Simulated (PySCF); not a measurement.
# PtNH: relaxation and vibrations of the triplet

Aim: relax PtNH as a triplet from a linear start, check by its vibrations whether the end is a minimum, and collect its spectrum and constants.

Program: PySCF 2.14.0. Level of theory: PBE0, basis Pt def2-TZVP with ECP60, N def2-TZVP, H def2-TZVP, scalar-relativistic core potentials, no spin–orbit coupling, density fitting. These are calculated values, not measurements.

## Step 1: Where the work starts

3 atoms, charge 0, spin multiplicity 3.

Bond lengths: Pt1–N2 1.720 Å, Pt1–H3 1.550 Å. Angles: N2–Pt1–H3 180.0°.

Coordinates in bohr (charge 0 multiplicity 3):
```
Pt    0.0000    0.0000    0.2027
N     0.0000    0.0000   -3.0476
H     0.0000    0.0000    3.1318
```

## Step 2: Linear start, triplet: relaxation

One driver script runs all steps and calls PySCF; scf.py shows how it sets up the SCF of each step. The optimiser is the driver's own. Before each start the driver seeks the lowest SCF state from one or more starting densities and follows internal instabilities, so scf.py alone need not reach the same state.

The program finds C∞v symmetry in the start, which this walk keeps. Threshold on the gradient: 0.0003 Eh/bohr, with a further test on the energy change.

Contents of scf.py:

```python
from pyscf import gto, scf, dft
mol = gto.M(atom='''
Pt     0.000000    -0.000000     0.107266
N      0.000000     0.000000    -1.612734
H      0.000000    -0.000000     1.657266''',
    basis={'Pt': 'def2-TZVP', 'N': 'def2-TZVP', 'H': 'def2-TZVP'},
    ecp={'Pt': 'def2-TZVP'},
    charge=0, spin=2)
mf = dft.UKS(mol, xc='PBE0')
mf.grids.atom_grid = (50, 194)
aux = {'Pt': 'def2-universal-JKFIT', 'N': 'def2-universal-JKFIT', 'H': 'def2-universal-JKFIT'}
mf = mf.density_fit(auxbasis=aux)
mf.kernel()
```

Energy and gradient, step by step:

```
step  energy (Eh)  change (kJ/mol)  largest symmetric gradient (Eh/bohr)
   0  -174.464939             0.00                               0.06635
   1  -174.473772           -23.19                               0.02694
   2  -174.475052           -26.55                               0.00606
   3  -174.475189           -26.91                               0.00134
   4  -174.475192           -26.92                               0.00012
```

The walk ran for 4.9 s (4 threads, shared host).

Geometry (Å) and forces (eV/Å) at some steps:

```
step 0
Pt   0.000   0.000   0.107   0.000   0.000  -3.336
N    0.000   0.000  -1.613   0.000   0.000  -0.076
H    0.000   0.000   1.657   0.000   0.000   3.412
step 1
Pt   0.000   0.000   0.069   0.000   0.000  -1.385
N    0.000   0.000  -1.651   0.000   0.000   0.377
H    0.000   0.000   1.733   0.000   0.000   1.008
step 2
Pt   0.000   0.000   0.047   0.000   0.000  -0.163
N    0.000   0.000  -1.656   0.000   0.000  -0.148
H    0.000   0.000   1.761   0.000   0.000   0.312
step 3
Pt   0.000   0.000   0.041   0.000   0.000  -0.069
N    0.000   0.000  -1.665   0.000   0.000   0.034
H    0.000   0.000   1.776   0.000   0.000   0.034
step 4
Pt   0.000   0.000   0.039   0.000   0.000   0.005
N    0.000   0.000  -1.665   0.000   0.000  -0.006
H    0.000   0.000   1.777   0.000   0.000   0.001
```

End point (C∞v, 4 steps, 26.9 kJ/mol gained): Pt–H 1.738 Å, Pt–N 1.704 Å; H–Pt–N 180.0°.

## Step 3: Frequencies

On the finer grid the gradient is checked again; gradients at displacements of ±0.01 bohr then give force constants and infrared intensities.

scf.py: that of step 2 with these lines changed.

```diff
@@ -3,3 +3,3 @@
-Pt     0.000000    -0.000000     0.107266
-N      0.000000     0.000000    -1.612734
-H      0.000000    -0.000000     1.657266''',
+Pt     0.000000    -0.000000     0.105376
+N     -0.000000     0.000000    -1.599216
+H      0.000000    -0.000000     1.843575''',
@@ -10 +10 @@
-mf.grids.atom_grid = (50, 194)
+mf.grids.atom_grid = (75, 302)
```

This SCF starts from the last density.

SCF at the final geometry:

```text
init E= -174.475211886945
[... the frontier-level lines of each cycle are left out ...]
cycle= 1 E= -174.475211885564  delta_E= 1.38e-09  |g|= 6.24e-05  |ddm|= 3.98e-05
cycle= 2 E= -174.475211860251  delta_E= 2.53e-08  |g|= 0.000259  |ddm|= 0.000168
cycle= 3 E= -174.475211887188  delta_E= -2.69e-08  |g|= 4.09e-06  |ddm|= 0.000134
cycle= 4 E= -174.475211887205  delta_E= -1.68e-11  |g|= 2.21e-06  |ddm|= 6.17e-06
Extra cycle  E= -174.475211887224  delta_E= -1.93e-11  |g|= 2.48e-06  |ddm|= 6.09e-06
converged SCF energy = -174.475211887224  <S^2> = 2.0261513  2S+1 = 3.0173838
```

The whole step took 18 s.

Geometry: C∞v; Pt–H 1.738 Å, Pt–N 1.705 Å; H–Pt–N 180.0°.

Modes, for the most abundant isotopes:

```csv
ω (cm⁻¹),IR (km/mol),μ (u),type
860i,147,1.10,bend
286i,65.5,1.10,bend
928,2.2,13.95,stretch
1813,0.5,1.02,stretch
```

2 modes are imaginary, the largest at 860i cm⁻¹: a saddle point, not a minimum.

Here the density breaks the symmetry of the frame, and no labels are given; pairs that should be degenerate can split.

Properties at this point:

```yaml
Dipole_moment: 0.94 D
Highest_occupied_level: -7.85 eV
Lowest_empty_level: -5.00 eV
Rotational_constants: 0.4072 cm⁻¹
Zero-point_energy_real_modes: 16.4 kJ/mol
Principal_polarisabilities: 33.7, 35.4, 56.7 bohr³
Atomisation_energy_without_zero-point_energy: 460 kJ/mol
Principal_traceless_quadrupole_moments_about_the_centre_of_mass: -3.51, 1.02, 2.49 D Å
Spin_squared_⟨S²⟩: 2.026
```

Charges (e) and bond orders:

```
atom  Mulliken  Löwdin  polar tensor  spin (Mulliken)  Mayer order to Pt1
 Pt1      0.27    0.33          0.30             0.58                   –
  N2     -0.18   -0.11         -0.08             1.31                2.27
  H3     -0.09   -0.22         -0.22             0.11                0.97
```

Mulliken populations on Pt1 (outside its core potential): s 3.20, p 6.24, d 8.27, f 0.03.

## Step 4: Downhill along the imaginary mode

The start is the last point, displaced along its most imaginary mode.

The program finds Cs symmetry in the start, which this walk keeps. Threshold on the gradient: 0.0003 Eh/bohr, with a further test on the energy change.

scf.py: that of step 3 with these lines changed.

```diff
@@ -3,3 +3,3 @@
-Pt     0.000000    -0.000000     0.105376
-N     -0.000000     0.000000    -1.599216
-H      0.000000    -0.000000     1.843575''',
+Pt    -0.001244     0.000148     0.105335
+N      0.008745    -0.001042    -1.599257
+H      0.119157    -0.014199     1.843534''',
@@ -10 +10 @@
-mf.grids.atom_grid = (75, 302)
+mf.grids.atom_grid = (50, 194)
```

Steps of the walk:

```
step  energy (Eh)  change (kJ/mol)  largest symmetric gradient (Eh/bohr)
   0  -174.475961             0.00                               0.01216
   1  -174.479845           -10.20                               0.02609
   2  -174.492049           -42.24                               0.02827
   3  -174.505704           -78.09                               0.03362
   4  -174.523643          -125.19                               0.03840
   5  -174.533521          -151.13                               0.01825
   6  -174.535845          -157.23                               0.00371
   7  -174.535863          -157.27                               0.00268
   8  -174.535879          -157.31                               0.00018
   9  -174.535879          -157.32                               0.00007
```

The walk took 11 s.

It settles in Cs symmetry, 157.3 kJ/mol below the start, after 9 steps: Pt–H 1.542 Å, Pt–N 1.758 Å; H–Pt–N 100.1°.

## Step 5: Frequencies

The same treatment as at the point before.

scf.py: that of step 4 with these lines changed.

```diff
@@ -3,3 +3,3 @@
-Pt    -0.001244     0.000148     0.105335
-N      0.008745    -0.001042    -1.599257
-H      0.119157    -0.014199     1.843534''',
+Pt    -0.073502     0.008759     0.089523
+N      0.952157    -0.113460    -1.332761
+H      0.989435    -0.117902     1.199562''',
@@ -10 +10 @@
-mf.grids.atom_grid = (50, 194)
+mf.grids.atom_grid = (75, 302)
```

SCF at the final geometry:

```text
init E= -174.535899949532
[... the frontier-level lines of each cycle are left out ...]
cycle= 1 E= -174.535899949401  delta_E= 1.32e-10  |g|= 1.93e-05  |ddm|= 1.61e-05
cycle= 2 E= -174.535899947977  delta_E= 1.42e-09  |g|= 6.19e-05  |ddm|= 5.06e-05
cycle= 3 E= -174.53589994955  delta_E= -1.57e-09  |g|= 3.2e-06  |ddm|= 3.86e-05
cycle= 4 E= -174.535899949554  delta_E= -3.67e-12  |g|= 3.71e-07  |ddm|= 2.44e-06
Extra cycle  E= -174.535899949555  delta_E= -1.11e-12  |g|= 3.68e-07  |ddm|= 1.21e-06
converged SCF energy = -174.535899949555  <S^2> = 2.0239707  2S+1 = 3.0159381
```

The whole step took 18 s.

Geometry: Cs; Pt–H 1.542 Å, Pt–N 1.758 Å; H–Pt–N 100.1°.

Harmonic modes (main isotopes):

```json
{"symmetry": "a'", "ω (cm⁻¹)": "558", "IR (km/mol)": "21.2", "μ (u)": "1.21"}
{"symmetry": "a'", "ω (cm⁻¹)": "805", "IR (km/mol)": "2.9", "μ (u)": "5.78"}
{"symmetry": "a'", "ω (cm⁻¹)": "2334", "IR (km/mol)": "5.4", "μ (u)": "1.01"}
```

No imaginary mode, so this is a minimum.

Properties at this point:

| Item | Value |
| --- | --- |
| Dipole moment | 2.45 D |
| Highest occupied level | -6.99 eV |
| Lowest empty level | -3.30 eV |
| Rotational constants | 7.318, 0.416, 0.3936 cm⁻¹ |
| Zero-point energy | 22.1 kJ/mol |
| Principal polarisabilities | 36.2, 37.6, 51.7 bohr³ |
| Atomisation energy without zero-point energy | 620 kJ/mol |
| Principal traceless quadrupole moments about the centre of mass | -1.68, -1.48, 3.16 D Å |
| Entropy at 298.15 K and 1 bar (electronic part: spin only) | 270.7 J/(mol K) |
| Heat capacity Cp at 298.15 K | 40.7 J/(mol K) |
| Enthalpy at 298.15 K above 0 K | 10.60 kJ/mol |
| Rotational symmetry number | 1 |
| Spin squared ⟨S²⟩ | 2.024 |

Charges (e) and bond orders:

| atom | Mulliken | Löwdin | polar tensor | spin (Mulliken) | Mayer order to Pt1 |
| --- | --- | --- | --- | --- | --- |
| Pt1 | 0.27 | 0.25 | 0.31 | 0.45 | – |
| N2 | -0.27 | -0.21 | -0.21 | 1.57 | 1.81 |
| H3 | 0.01 | -0.03 | -0.10 | -0.02 | 0.98 |

Outer orbital energies (eV). α occupied: -12.26, -11.86, -11.51, -10.92, -8.98, -7.87, -7.40, -6.99; empty: -2.58, -1.81, 0.33, 1.99. β occupied: -60.28, -20.13, -12.10, -10.29, -10.07, -9.68, -8.73, -7.58; empty: -3.30, -2.41, -2.04, -0.65.

Mulliken populations on Pt1 (outside its core potential): s 2.98, p 6.19, d 8.54, f 0.02.

## Step 6: All stationary points

| spin | group | bonds | imaginary modes (cm⁻¹) | ΔE (kJ/mol) | with zero-point energy |
| --- | --- | --- | --- | --- | --- |
| triplet | Cs | Pt–H 1.542 Å, Pt–N 1.758 Å | none | 0.0 | 0.0 |
| triplet | C∞v (density of lower symmetry) | Pt–H 1.738 Å, Pt–N 1.705 Å | 860i, 286i | 159.3 | – |

## Step 7: Summary of results

| quantity | value |
| --- | --- |
| minimum | triplet, Cs |
| geometry | Pt–H 1.542 Å, Pt–N 1.758 Å; H–Pt–N 100.1° |
| wavenumbers (cm⁻¹) | 558 (a'), 805 (a'), 2334 (a') |
| dipole moment | 2.45 D |
| highest occupied, lowest empty level (either spin) | -6.99, -3.30 eV |
| polar-tensor charge of Pt1 | +0.31 e |
| zero-point energy | 22.1 kJ/mol |
| entropy at 298.15 K | 270.7 J/(mol K) |
| atomisation energy (no zero-point energy) | 620 kJ/mol |
| ⟨S²⟩ | 2.024 |

In words: From C∞v at the start the molecule goes to a Cs minimum, after a stop at a second-order saddle point 159.3 kJ/mol higher, from which it was pushed off along an imaginary mode. In the infrared the band at 558 cm⁻¹ (a', bend) leads. Most of the spin sits on N2 (Mulliken spin 1.57, against 2 for the whole molecule). Only this shape and spin were tried, so other structures or states may lie lower. Open d and f shells are described by one determinant, and the ground state may have another occupation or spin. With an element this heavy the missing spin–orbit coupling can shift these numbers.

The search up to here ran for 57 s (4 threads, shared host).
